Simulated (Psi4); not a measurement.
# C2H5AlF (SMILES [CH2][Al]([CH3])[F]): a chain of runs

Aim: a geometry optimisation (doublet C2H5AlF, UMP2/def2-SVPD), then a single-point energy (singlet C2H5AlF+, MP2/def2-SVPD), then a geometry optimisation (singlet C2H5AlF+, MP2/def2-SVPD), then a single-point energy (singlet C2H5AlF−, MP2/def2-SVPD), then a structure relaxation (singlet C2H5AlF−, MP2/def2-SVPD) of C2H5AlF. 

Program for the calculation: Psi4 1.11.

## 1. The molecule

The species is C2H5AlF (9 atoms), meant as a doublet with charge 0. As SMILES, `[CH2][Al]([CH3])[F]`. The shape is that of a PBE0-D4/def2-TZVP optimisation. This is one conformer, not always the lowest. The run starts from this shape.

Bond lengths: C1–Al2 1.918 Å, Al2–C3 1.939 Å, Al2–F4 1.657 Å, C1–H5 1.088 Å, C1–H6 1.089 Å, C3–H7 1.094 Å, C3–H8 1.094 Å, C3–H9 1.093 Å. Some angles: C1–Al2–C3 125.9°, C1–Al2–F4 116.2°, C3–Al2–F4 117.9°, Al2–C1–H5 124.0°, Al2–C1–H6 123.9°, Al2–C3–H7 111.0°, Al2–C3–H8 110.9°, Al2–C3–H9 112.4°, H5–C1–H6 112.2°, H7–C3–H8 106.5°.

## 2. A geometry optimisation at UMP2/def2-SVPD (density fitting, density fitting for correlation) (run 1)

calc.inp

```
memory 1.6 GB

molecule {
  0 2
  C     -0.686400     1.587500    -0.820000
  Al    -0.112800    -0.228700    -0.596500
  C      0.607100    -1.002300     1.029300
  F     -0.253200    -1.209400    -1.924700
  H     -1.086800     1.989200    -1.748800
  H     -0.649000     2.336800    -0.031000
  H     -0.009300    -1.839800     1.370600
  H      1.611200    -1.403400     0.860100
  H      0.667900    -0.276300     1.843700
  symmetry c1
}

set {
  basis def2-SVPD
  reference uhf
  num_frozen_docc 8
}

optimize("mp2")
```

Launch:

```console
$ psi4 -i calc.inp -o calc.out -n 1
```

calc.out:

```text
[...]
  Running in c1 symmetry.
[...]
  Nuclear repulsion =  144.722207323721705
[...]
  Multiplicity = 2
[...]
  Nalpha       = 20
  Nbeta        = 19
[...]
    Number of basis functions: 127
[...]
   @DF-UHF iter   1:  -419.71426146000300   -1.26386e+00   4.15769e-03 ADIIS/DIIS
[...]
	Warning: cc_lambda option is changed to TRUE
	For this residual convergence, default PCG convergence is:     1.00e-07
[...]
	DF-SCS-MP2 Total Energy (a.u.)     :  -420.38026057697749
	DF-SOS-MP2 Total Energy (a.u.)     :  -420.37779797851186
[...]
   @DF-UHF iter  12:  -419.85194421819375   -4.54747e-13   3.97681e-11 DIIS
[...]
   @S^2 Observed:                7.588261210E-01
[...]
    Orbital Energies [Eh]
    ---------------------
    Alpha Occupied:
       1A    -58.469413     2A    -26.238095     3A    -11.242637
       4A    -11.212265     5A     -4.897235     6A     -3.218204
       7A     -3.215035     8A     -3.212862     9A     -1.491040
      10A     -0.921724    11A     -0.910655    12A     -0.657197
      13A     -0.609437    14A     -0.605609    15A     -0.572448
      16A     -0.546751    17A     -0.545501    18A     -0.515341
      19A     -0.430638    20A     -0.393203
    Alpha Virtual:
      21A      0.047981    22A      0.103368    23A      0.115436
      24A      0.124245    25A      0.142797    26A      0.151759
[...]
  @DF-UHF Final Energy:  -419.85194421819375
   => Energetics <=
    Nuclear Repulsion Energy =            142.8979318734818946
    One-Electron Energy =                -866.2256354270590464
    Two-Electron Energy =                 303.4757593353834295
    Total Energy =                       -419.8519442181937507
  UHF NO Occupations:
  HONO-2 :   18  A 1.9993238
  HONO-1 :   19  A 1.9967794
[...]
 Multipole Moments:
 ------------------------------------------------------------------------------------
     Multipole            Electronic (a.u.)      Nuclear  (a.u.)        Total (a.u.)
 ------------------------------------------------------------------------------------
 L = 1.  Multiply by 2.5417464519 to convert [e a0] to [Debye]
 Dipole X            :         -1.1091997            1.1714797            0.0622800
 Dipole Y            :         -2.3865464            2.9449950            0.5584486
 Dipole Z            :         -5.7005651            6.3999707            0.6994056
 Magnitude           :                                                    0.8971688
[...]
	DF-SCS-MP2 Total Energy (a.u.)     :  -420.38145157094760
	DF-SOS-MP2 Total Energy (a.u.)     :  -420.37901675908176
	DF-SCS(N)-MP2 Total Energy (a.u.)  :  -420.07887256452926
[...]
	DF-MP2 Total Energy (a.u.)         :  -420.38632119467940
[...]
```

Standard output:

```text
Optimizer: Optimization complete!
```

Run time: 75 s. Hardware: 1 thread of AMD EPYC 7R43 (Zen 3), shared host; peak memory 0.75 GiB.

The path in brief:

| step | energy from the first frame kept (eV) | largest force (eV/Å) |
| --- | --- | --- |
| 0 | 0.0000 | 1.1740 |
| 1 | -0.0292 | 0.3181 |
| 2 | -0.0308 | 0.0672 |
| 3 | -0.0309 | 0.0146 |
| 4 | -0.0309 | 0.0034 |

After the run. Bond lengths: C1–Al2 1.931 Å, Al2–C3 1.954 Å, Al2–F4 1.697 Å, C1–H5 1.094 Å, C1–H6 1.095 Å, C3–H7 1.102 Å, C3–H8 1.102 Å, C3–H9 1.100 Å. Some angles: C1–Al2–C3 126.0°, C1–Al2–F4 116.2°, C3–Al2–F4 117.7°, Al2–C1–H5 124.0°, Al2–C1–H6 123.8°, Al2–C3–H7 111.1°, Al2–C3–H8 111.1°, Al2–C3–H9 112.6°, H5–C1–H6 112.3°, H7–C3–H8 106.3°.

## 3. The singlet cation: a single-point energy at MP2/def2-SVPD (density fitting, density fitting for correlation) (run 2)

c2h5alf.in

```
memory 1.6 GB

molecule molecule1 {
  1 1
  C     -0.690339     1.605858    -0.816786
  Al    -0.112496    -0.222897    -0.590454
  C      0.613253    -1.004727     1.046174
  F     -0.255865    -1.228987    -1.949708
  H     -1.093023     2.008530    -1.751429
  H     -0.652151     2.358825    -0.022737
  H     -0.005387    -1.848913     1.390932
  H      1.624177    -1.409746     0.878436
  H      0.676143    -0.278006     1.869776
  symmetry c1
}

set num_frozen_docc 8

result, w = energy("mp2/def2-SVPD", return_wfn=True)
```

Launch:

```console
$ psi4 c2h5alf.in c2h5alf.out -n 1
```

c2h5alf.out:

```text
[...]
  Running in c1 symmetry.
[...]
  Nuclear repulsion =  142.897911977425878
[...]
  Multiplicity = 1
[...]
  Nalpha       = 19
  Nbeta        = 19
[...]
    Number of basis functions: 127
[...]
   @DF-RHF iter   1:  -419.36628499059242   -9.78743e-01   4.16158e-03 ADIIS/DIIS
[...]
   @DF-RHF iter  11:  -419.51842555005550   -3.12639e-12   3.30996e-09 DIIS
[...]
    Orbital Energies [Eh]
    ---------------------
    Doubly Occupied:
       1A    -58.697813     2A    -26.416761     3A    -11.624556
       4A    -11.377447     5A     -5.125483     6A     -3.445234
       7A     -3.443078     8A     -3.440969     9A     -1.666312
      10A     -1.208954    11A     -1.075439    12A     -0.903931
      13A     -0.857725    14A     -0.808797    15A     -0.777486
      16A     -0.776342    17A     -0.703999    18A     -0.700588
      19A     -0.614130
[...]
  @DF-RHF Final Energy:  -419.51842555005550
   => Energetics <=
    Nuclear Repulsion Energy =            142.8979119774258777
    One-Electron Energy =                -857.5025883559175099
    Two-Electron Energy =                 295.0862508284361070
    Total Energy =                       -419.5184255500554968
[...]
 Multipole Moments:
 ------------------------------------------------------------------------------------
     Multipole            Electronic (a.u.)      Nuclear  (a.u.)        Total (a.u.)
 ------------------------------------------------------------------------------------
 L = 1.  Multiply by 2.5417464519 to convert [e a0] to [Debye]
 Dipole X            :         -1.9008292            1.1714790           -0.7293502
 Dipole Y            :          0.4231761            2.9449948            3.3681709
 Dipole Z            :         -5.7386613            6.3999711            0.6613098
 Magnitude           :                                                    3.5091107
[...]
```

Wall time 3.9 s (1 thread of AMD EPYC 7R43 (Zen 3), shared host); peak memory 0.24 GiB.

## 4. The singlet cation: a structure relaxation at MP2/def2-SVPD (density fitting, density fitting for correlation) (run 3)

job.in

```
memory 1.6 GB

molecule system {
  1 1
  C
  Al 1 R2
  C 2 R3 1 A3
  F 2 R4 1 A4 3 D4
  H 1 R5 2 A5 4 D5
  H 1 R6 5 A6 2 D6
  H 3 R7 2 A7 4 D7
  H 3 R8 7 A8 2 D8
  H 3 R9 8 A9 7 D9

  R2 = 1.931184
  R3 = 1.953592
  A3 = 126.03758
  R4 = 1.697157
  A4 = 116.24596
  D4 = -179.99997
  R5 = 1.094466
  A5 = 123.9574
  D5 = 0.02234
  R6 = 1.094957
  A6 = 112.27899
  D6 = -179.99486
  R7 = 1.101918
  A7 = 111.10881
  D7 = -59.55247
  R8 = 1.101882
  A8 = 106.32629
  D8 = -121.03996
  R9 = 1.100181
  A9 = 107.71677
  D9 = 115.21647
  units angstrom
  symmetry c1
}

set {
  basis           def2-SVPD
  reference       rhf
  geom_maxiter    50
  num_frozen_docc 8
}

result, w = optimize("mp2", return_wfn=True)
```

Launch:

```console
$ psi4 job.in job.out -n 1
```

job.out:

```text
[...]
  Running in c1 symmetry.
[...]
  Nuclear repulsion =  142.897932076964537
[...]
  Multiplicity = 1
[...]
  Nalpha       = 19
  Nbeta        = 19
[...]
    Number of basis functions: 127
[...]
   @DF-RHF iter   1:  -419.36628497504080   -9.78742e-01   4.16158e-03 DIIS/ADIIS
[...]
   @DF-RHF iter  12:  -419.53573280803192   -1.19371e-12   3.13601e-11 DIIS
[...]
    Orbital Energies [Eh]
    ---------------------
    Doubly Occupied:
       1A    -58.704101     2A    -26.430906     3A    -11.596977
       4A    -11.390779     5A     -5.129135     6A     -3.449036
       7A     -3.446689     8A     -3.444918     9A     -1.686101
      10A     -1.166137    11A     -1.091666    12A     -0.867819
      13A     -0.852335    14A     -0.804693    15A     -0.794987
      16A     -0.759640    17A     -0.719732    18A     -0.717311
      19A     -0.630341
[...]
  @DF-RHF Final Energy:  -419.53573280803192
   => Energetics <=
    Nuclear Repulsion Energy =            141.2605303805968902
    One-Electron Energy =                -854.2259218828058920
    Two-Electron Energy =                 293.4296586941771352
    Total Energy =                       -419.5357328080319235
[...]
 Multipole Moments:
 ------------------------------------------------------------------------------------
     Multipole            Electronic (a.u.)      Nuclear  (a.u.)        Total (a.u.)
 ------------------------------------------------------------------------------------
 L = 1.  Multiply by 2.5417464519 to convert [e a0] to [Debye]
 Dipole X            :         -0.0004051            0.0000037           -0.0004014
 Dipole Y            :          5.9281907           -7.2047271           -1.2765365
 Dipole Z            :         -0.7840739           -1.6112961           -2.3953700
 Magnitude           :                                                    2.7142849
[...]
  -Total Gradient:
     Atom            X                  Y                   Z
    ------   -----------------  -----------------  -----------------
       1        0.000003284667     0.000018382764     0.000027766658
       2       -0.000002669169    -0.000010356714    -0.000047480988
       3        0.000002459148     0.000023345311     0.000043918543
       4        0.000005246201    -0.000018539394    -0.000002404195
       5       -0.000005333189    -0.000003456102     0.000000041281
       6        0.000000350011     0.000002367848     0.000000752783
       7       -0.000000291737    -0.000002389122    -0.000007168360
       8       -0.000004467235    -0.000006513131    -0.000010591265
       9        0.000001421302    -0.000002841461    -0.000004834455
[...]
```

Standard output:

```text
Optimizer: Optimization complete!
```

Wall time 65 s (1 thread of AMD EPYC 7R43 (Zen 3), shared host); peak memory 0.35 GiB.

Steps, from the record of the run:

| step | energy from the first frame kept (eV) | largest force (eV/Å) |
| --- | --- | --- |
| 0 | 0.0000 | 4.4412 |
| 1 | -0.3283 | 1.4939 |
| 2 | -0.4111 | 0.4407 |
| 3 | -0.4384 | 0.1690 |
| 4 | -0.4499 | 0.0968 |
| 5 | -0.4508 | 0.2188 |
| 6 | -0.4518 | 0.1834 |
| 7 | -0.4538 | 0.0236 |
| 8 | -0.4539 | 0.0114 |
| 9 | -0.4539 | 0.0026 |

After the run. Bond lengths: C1–Al2 2.138 Å, Al2–C3 1.918 Å, Al2–F4 1.664 Å, C1–H5 1.101 Å, C1–H6 1.100 Å, C3–H7 1.102 Å, C3–H8 1.102 Å, C3–H9 1.100 Å. Some angles: C1–Al2–C3 121.7°, C1–Al2–F4 100.0°, C3–Al2–F4 138.4°, Al2–C1–H5 120.9°, Al2–C1–H6 127.7°, Al2–C3–H7 110.3°, Al2–C3–H8 110.3°, Al2–C3–H9 112.6°, H5–C1–H6 111.4°, H7–C3–H8 107.0°.

## 5. The singlet anion: a single-point energy at MP2/def2-SVPD (density fitting, density fitting for correlation) (run 4)

input.inp

```
memory 1600 MB

molecule system {
  -1 1
  C     -0.690339     1.605858    -0.816786
  Al    -0.112496    -0.222897    -0.590454
  C      0.613253    -1.004727     1.046174
  F     -0.255865    -1.228987    -1.949708
  H     -1.093023     2.008530    -1.751429
  H     -0.652151     2.358825    -0.022737
  H     -0.005387    -1.848913     1.390932
  H      1.624177    -1.409746     0.878436
  H      0.676143    -0.278006     1.869776
  symmetry c1
}

set basis def2-SVPD
set reference rhf
set num_frozen_docc 8

energy('mp2')
print_variables()
```

Launch:

```console
$ psi4 -i input.inp -o input.out -n 1
```

input.out:

```text
[...]
  Running in c1 symmetry.
[...]
  Nuclear repulsion =  142.897911977425878
[...]
  Multiplicity = 1
[...]
  Nalpha       = 20
  Nbeta        = 20
[...]
    Number of basis functions: 127
[...]
   @DF-RHF iter   1:  -419.56184478612784   -1.17430e+00   5.49821e-03 ADIIS/DIIS
[...]
   @DF-RHF iter  12:  -419.84025836593065   -2.12594e-11   4.84816e-09 DIIS
[...]
    Orbital Energies [Eh]
    ---------------------
    Doubly Occupied:
       1A    -58.240563     2A    -26.058826     3A    -11.050391
       4A    -10.974537     5A     -4.669533     6A     -2.989286
       7A     -2.988219     8A     -2.985503     9A     -1.313860
      10A     -0.757439    11A     -0.617279    12A     -0.478913
      13A     -0.432175    14A     -0.430574    15A     -0.389717
      16A     -0.389074    17A     -0.312004    18A     -0.294449
      19A     -0.206075    20A     -0.045516
[...]
  @DF-RHF Final Energy:  -419.84025836593065
   => Energetics <=
    Nuclear Repulsion Energy =            142.8979119774258777
    One-Electron Energy =                -874.2284753170252998
    Two-Electron Energy =                 311.4903049736687422
    Total Energy =                       -419.8402583659306515
[...]
 Multipole Moments:
 ------------------------------------------------------------------------------------
     Multipole            Electronic (a.u.)      Nuclear  (a.u.)        Total (a.u.)
 ------------------------------------------------------------------------------------
 L = 1.  Multiply by 2.5417464519 to convert [e a0] to [Debye]
 Dipole X            :         -0.4914644            1.1714790            0.6800146
 Dipole Y            :         -4.6908972            2.9449948           -1.7459024
 Dipole Z            :         -5.7700967            6.3999711            0.6298744
 Magnitude           :                                                    1.9766985
[...]
```

Run time: 4.5 s. Hardware: 1 thread of AMD EPYC 7R43 (Zen 3), shared host; peak memory 0.24 GiB.

## 6. The singlet anion: a geometry optimisation at MP2/def2-SVPD (density fitting, density fitting for correlation) (run 5)

input.dat

```
memory 1.6 GB

molecule {
  -1 1
  C     -1.30455164     3.03463182    -1.54350184
  Al    -0.21258663    -0.42121428    -1.11579635
  C      1.15888022    -1.89865886     1.97698234
  F     -0.48351477    -2.32244884    -3.68441414
  H     -2.06551412     3.79557161    -3.30972114
  H     -1.23238678     4.45753323    -0.04296670
  H     -0.01017995    -3.49393920     2.62848054
  H      3.06924971    -2.66403385     1.66000346
  H      1.27772509    -0.52535520     3.53336455
  units au
  symmetry c1
}

set globals {
  basis def2-SVPD
  geom_maxiter 50
  num_frozen_docc 8
}

result = opt("mp2")
```

Launch:

```console
$ psi4 -n 1 input.dat output.dat
```

output.dat:

```text
[...]
  Running in c1 symmetry.
[...]
  Nuclear repulsion =  142.897912019476820
[...]
  Multiplicity = 1
[...]
  Nalpha       = 20
  Nbeta        = 20
[...]
    Number of basis functions: 127
[...]
   @DF-RHF iter   1:  -419.56184478838645   -1.17430e+00   5.49821e-03 DIIS/ADIIS
[...]
   @DF-RHF iter  11:  -419.84754152942287    9.09495e-13   3.55425e-11 DIIS
[...]
  @DF-RHF Final Energy:  -419.84754152942287
   => Energetics <=
    Nuclear Repulsion Energy =            142.2179087032238840
    One-Electron Energy =                -873.0090064817006805
    Two-Electron Energy =                 310.9435562490539269
    Total Energy =                       -419.8475415294228696
[...]
 Multipole Moments:
 ------------------------------------------------------------------------------------
     Multipole            Electronic (a.u.)      Nuclear  (a.u.)        Total (a.u.)
 ------------------------------------------------------------------------------------
 L = 1.  Multiply by 2.5417464519 to convert [e a0] to [Debye]
 Dipole X            :         -0.6059539            1.1350277            0.5290738
 Dipole Y            :         -4.3242292            2.9964106           -1.3278185
 Dipole Z            :         -5.7602208            6.2811750            0.5209542
 Magnitude           :                                                    1.5213200
[...]
  -Total Gradient:
     Atom            X                  Y                   Z
    ------   -----------------  -----------------  -----------------
       1        0.000017347410     0.000019437867     0.000071986369
       2       -0.000025376745    -0.000022293979    -0.000107306825
       3        0.000000704909     0.000029490895     0.000031038539
       4        0.000005281386     0.000029877957     0.000044337197
       5        0.000000167875    -0.000025580635    -0.000020418250
       6       -0.000008291561     0.000006792979    -0.000019449977
       7       -0.000002239579    -0.000010820350    -0.000002343990
       8        0.000004879783    -0.000008796276    -0.000005619880
       9        0.000007526523    -0.000018108458     0.000007776816
[...]
```

Standard output:

```text
Optimizer: Optimization complete!
```

Wall time 65 s (1 thread of AMD EPYC 7R43 (Zen 3), shared host); peak memory 0.36 GiB.

Step by step:

| step | energy from the first frame kept (eV) | largest force (eV/Å) |
| --- | --- | --- |
| 0 | 0.0000 | 3.2308 |
| 1 | -0.1624 | 0.8258 |
| 2 | -0.1942 | 0.1744 |
| 3 | -0.2001 | 0.0615 |
| 4 | -0.2017 | 0.0569 |
| 5 | -0.2026 | 0.0351 |
| 6 | -0.2026 | 0.0388 |
| 7 | -0.2028 | 0.0156 |
| 8 | -0.2028 | 0.0058 |

After the run. Bond lengths: C1–Al2 1.844 Å, Al2–C3 2.008 Å, Al2–F4 1.751 Å, C1–H5 1.100 Å, C1–H6 1.102 Å, C3–H7 1.104 Å, C3–H8 1.104 Å, C3–H9 1.103 Å. Some angles: C1–Al2–C3 128.2°, C1–Al2–F4 125.3°, C3–Al2–F4 106.5°, Al2–C1–H5 126.3°, Al2–C1–H6 121.1°, Al2–C3–H7 111.7°, Al2–C3–H8 111.7°, Al2–C3–H9 111.8°, H5–C1–H6 112.6°, H7–C3–H8 106.4°.

## 7. Outcome

| quantity | value |
| --- | --- |
| run 1, UMP2/def2-SVPD: total energy at the end | -420.38632 Eh |
| run 1, UMP2/def2-SVPD: HOMO energy (Hartree–Fock orbitals) (highest over α and β) | -10.70 eV |
| run 1, UMP2/def2-SVPD: LUMO energy (Hartree–Fock orbitals) (lowest over α and β) | 1.01 eV |
| run 1, UMP2/def2-SVPD: correlation energy (8 core orbitals frozen) | -534.4 mEh |
| run 1, UMP2/def2-SVPD: ⟨S²⟩ of the reference determinant | 0.759 |
| singlet cation, run 2: total energy | -420.02969 Eh |
| singlet cation, run 2: HOMO energy (Hartree–Fock orbitals) | -16.71 eV |
| singlet cation, run 2: LUMO energy (Hartree–Fock orbitals) | -7.73 eV |
| singlet cation, run 2: HOMO–LUMO gap (Hartree–Fock orbitals) | 8.98 eV |
| singlet cation, run 2: correlation energy (8 core orbitals frozen) | -511.3 mEh |
| singlet cation, run 3: total energy at the end | -420.04637 Eh |
| singlet cation, run 3: correlation energy (8 core orbitals frozen) | -510.6 mEh |
| singlet anion, run 4: total energy | -420.42751 Eh |
| singlet anion, run 4: HOMO energy (Hartree–Fock orbitals) | -1.24 eV |
| singlet anion, run 4: LUMO energy (Hartree–Fock orbitals) | 5.03 eV |
| singlet anion, run 4: HOMO–LUMO gap (to an unbound level, set by the basis) | 6.27 eV |
| singlet anion, run 4: correlation energy (8 core orbitals frozen) | -587.2 mEh |
| singlet anion, run 5: total energy at the end | -420.43496 Eh |
| singlet anion, run 5: correlation energy (8 core orbitals frozen) | -587.4 mEh |
| adiabatic electron affinity (to the singlet anion, no zero-point term) | 1.324 eV |
| adiabatic ionisation energy (to the singlet cation, no zero-point term) | 9.251 eV |

The adiabatic electron affinity (to the singlet anion, no zero-point term) is 1.32 eV (31 kcal/mol). The adiabatic ionisation energy (to the singlet cation, no zero-point term) is 9.25 eV (893 kJ/mol). The optimisation (run 1, UMP2/def2-SVPD) took 5 steps and changed the energy by -0.031 eV. The optimisation (singlet cation, run 3) took 10 steps and changed the energy by -0.454 eV. The optimisation (singlet anion, run 5) took 9 steps and changed the energy by -0.203 eV.
